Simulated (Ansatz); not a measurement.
# HgTe: pressure up to the limit of the methods

The task here is to estimate one member of a computed series from the others.

Computed with Ansatz 0.2.0 (DFT r²SCAN, with the methods named in each step, unless a step's input says otherwise).

## The structure to begin with

Symmetry: F-43m, No. 216, cubic system. The conventional cell has a = 6.214 Å, b = 6.214 Å, c = 6.214 Å, α = 90.00°, β = 90.00°, γ = 90.00°. Hg (site symmetry -43m) is surrounded by 4 Te at 2.69 Å. Te (site symmetry -43m) has 4 Hg at 2.69 Å as nearest neighbours.

Structure file:

```cif
data_structure
_symmetry_space_group_name_H-M 'P 1'
_symmetry_Int_Tables_number 1
_cell_length_a 4.3943
_cell_length_b 4.3943
_cell_length_c 4.3943
_cell_angle_alpha 60.000
_cell_angle_beta 60.000
_cell_angle_gamma 60.000
_cell_volume 60.00
loop_
_atom_site_label
_atom_site_type_symbol
_atom_site_fract_x
_atom_site_fract_y
_atom_site_fract_z
_atom_site_occupancy
Hg1 Hg 0.00000 0.00000 0.00000 1
Te1 Te 0.25000 0.25000 0.25000 1
```

Whether this phase is the stable one at these pressures isn't tested.

Atoms are numbered in the order of the input: Hg1, Te2.

Set-up of the first run:

Contents of input.yaml:

```yaml
crystal:
  lattice:
    - [0.0, 3.107232506, 3.107232506]
    - [3.107232506, 0.0, 3.107232506]
    - [3.107232506, 3.107232506, 0.0]
  atoms:
    - { symbol: Hg, position: [0.0, 0.0, 0.0] }
    - { symbol: Te, position: [0.25, 0.25, 0.25] }
kpoints:
  mp_grid: { grid: [12, 12, 12] }
scf:
  occupations: { method: fermi_dirac, width: 0.08 }
hamiltonian:
  xc: r2scan
  pseudopotentials: { kind: paw }
output:
  forces: true
  stress: true
relax:
  f_tol: 0.005
  max_steps: 40
  cell: {}
```

The run is started by

```
$ ansatz run input.yaml --threads 1 --pin off --max-ram 2048MiB --backend cpu --events-out ev --progress --plain --runs-dir out
```

Among the steps run: Cell relaxed at zero pressure, PAW; More of the same log: cell relaxed at zero pressure; Volume scaled by 1, PAW; Volume scaled by 0.94, PAW; Volume scaled by 0.88, PAW; Volume scaled by 0.8, PAW; Volume scaled by 0.72, PAW; Volume scaled by 0.64, PAW; Volume scaled by 0.55, PAW; Volume scaled by 0.55, PAW (source ansatz).

One of the session's tables, all rows but one given; the rest of the session is left out.

```
             method  volume over the first  volume (Å³/atom)  pressure (GPa)
                PAW                      1            35.461            0.04
                PAW                   0.94            33.334            2.96
                PAW                   0.88                 ?               ?
                PAW                    0.8            28.369           15.86
                PAW                   0.72            25.532           30.42
                PAW                   0.64            22.695           55.61
                PAW                   0.55            19.504          108.98
PAW (source ansatz)                   0.55            19.504          109.09
```

Q: Estimate the row for PAW, 0.88 from the others.

As computed: volume (Å³/atom): 31.206; pressure (GPa): 7.16. In the column «volume (Å³/atom)» it lies between PAW, 0.8 (28.369) and PAW, 0.94 (33.334).
